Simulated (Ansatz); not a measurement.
**CH₉GaSSi₂: a ladder of functionals and wavefunction methods**

The task here is to estimate one member of a computed series from the others.

Method: functionals in def2-TZVPP, the program's frozen cores in correlated methods; program: Ansatz 0.2.0, Gaussian basis.

Plan: LDA (SPW92), PBE-D4, revPBE-D4, BLYP-D4, r2SCAN-D4, B97M-V, PBE0-D4, B3LYP-D4, r2SCANh-D4, r2SCAN0-D4, HSE06-D4, BHLYP-D4, CAM-B3LYP-D4, LC-ωPBE, ωB97X-V, ωB97M-V, B2PLYP, PBE-QIDH; CCSD(T)/def2-SVP; CCSD(T)/def2-TZVPP; MP2/def2-QZVPP; extrapolation to the limit; RPA on PBE.

### The relaxed structure

The geometry comes from an earlier relaxation with PBE0-D4 in a triple-zeta def2 set; it is a stationary point, not always the lowest conformer.

SMILES `C[SiH2]S[SiH2][GaH2]`, 14 atoms, charge 0, spin multiplicity 1.

Atoms are counted from 1 here; the program's logs count them from 0.

Bond lengths: C1–Si2 1.876 Å, C1–H6 1.098 Å, C1–H7 1.094 Å, C1–H8 1.094 Å, Si2–S3 2.132 Å, Si2–H9 1.484 Å, Si2–H10 1.487 Å, S3–Si4 2.156 Å, Si4–Ga5 2.417 Å, Si4–H11 1.491 Å, Si4–H12 1.489 Å, Ga5–H13 1.574 Å, Ga5–H14 1.571 Å. Angles: Si2–C1–H6 111.5°, Si2–C1–H7 110.6°, Si2–C1–H8 111.1°, H6–C1–H7 105.5°, H6–C1–H8 110.8°, H7–C1–H8 107.2°, C1–Si2–S3 112.2°, C1–Si2–H9 110.2°, C1–Si2–H10 108.8°, S3–Si2–H9 105.3°, S3–Si2–H10 111.0°, H9–Si2–H10 109.2°, Si2–S3–Si4 99.4°, S3–Si4–Ga5 109.7°, S3–Si4–H11 109.3°, S3–Si4–H12 104.2°, Ga5–Si4–H11 113.5°, Ga5–Si4–H12 112.2° and more.

Set-up of the first run:

Contents of in.yaml:

```yaml
crystal:
  periodic: [false, false, false]
  atoms:
    - {symbol: C, position_ang: [-0.312559, 1.538114, 0.201139]}
    - {symbol: Si, position_ang: [-0.949578, 0.385321, 1.537019]}
    - {symbol: S, position_ang: [-1.362047, -1.568025, 0.787740]}
    - {symbol: Si, position_ang: [0.501675, -1.957539, -0.223800]}
    - {symbol: Ga, position_ang: [0.900388, -0.244247, -1.881254]}
    - {symbol: H, position_ang: [0.751540, 1.364530, -0.007082]}
    - {symbol: H, position_ang: [-0.379347, 2.579644, 0.528645]}
    - {symbol: H, position_ang: [-0.907326, 1.447388, -0.712901]}
    - {symbol: H, position_ang: [-2.243017, 0.881993, 2.069405]}
    - {symbol: H, position_ang: [0.046672, 0.333576, 2.639256]}
    - {symbol: H, position_ang: [1.594083, -2.075705, 0.783818]}
    - {symbol: H, position_ang: [0.309024, -3.299789, -0.838694]}
    - {symbol: H, position_ang: [2.260241, 0.545820, -1.935436]}
    - {symbol: H, position_ang: [-0.209749, 0.068930, -2.947865]}
basis:
  gaussian: {orbitals: def2-TZVPP}
hamiltonian: {xc: lda}
output: {orbitals: {seedname: orbitals}}
```

The run is started by

```
> ansatz run in.yaml --threads 2 --pin off --events-out ev --progress --plain --max-ram 32768MiB --backend cuda --devices 0, --max-vram 18GiB
```

Among the steps run: LDA; PBE-D4 (GGA); revPBE-D4 (GGA); BLYP-D4 (GGA); r2SCAN-D4 (meta-GGA); B97M-V (meta-GGA); B3LYP-D4 (hybrid); r2SCANh-D4 (hybrid); r2SCAN0-D4 (hybrid); HSE06-D4 (hybrid); BHLYP-D4 (hybrid); CAM-B3LYP-D4 (range-separated); LC-ωPBE (range-separated); ωB97X-V (range-separated); ωB97M-V (range-separated); B2PLYP (double hybrid); PBE-QIDH (double hybrid).

One of the session's tables, all rows but one given; the rest of the session is left out.

It belongs to the step «Orbital energies across the functionals». 

```
  functional  HOMO (eV)  LUMO (eV)  gap (eV)
 LDA (SPW92)      -6.01      -2.94      3.08
      PBE-D4      -5.92      -2.67      3.25
   revPBE-D4      -5.87      -2.55      3.33
     BLYP-D4      -5.76      -2.54      3.22
   r2SCAN-D4      -6.17      -2.45      3.72
      B97M-V      -6.31      -2.61      3.70
     PBE0-D4      -6.99      -1.87      5.12
    B3LYP-D4      -6.79      -2.07      4.71
  r2SCANh-D4      -6.56      -2.17      4.40
  r2SCAN0-D4      -7.16      -1.75      5.41
    HSE06-D4      -6.60      -2.24      4.37
    BHLYP-D4          ?          ?         ?
CAM-B3LYP-D4      -8.22      -0.88      7.34
     LC-ωPBE      -9.52       0.22      9.74
     ωB97X-V      -9.21       0.10      9.31
     ωB97M-V      -9.03      -0.12      8.91
```

Estimate the missing values for BHLYP-D4.

Worked estimate for «HOMO (eV)». Against the share of exact exchange, BLYP-D4 (0, -5.76), B3LYP-D4 (0.2, -6.79) give a slope of -5.15 per unit share; at 0.5 the line stands at -8.33.

The run gave: HOMO (eV): -7.95; LUMO (eV): -1.02; gap (eV): 6.93. In «HOMO (eV)» the line misses by -0.38.
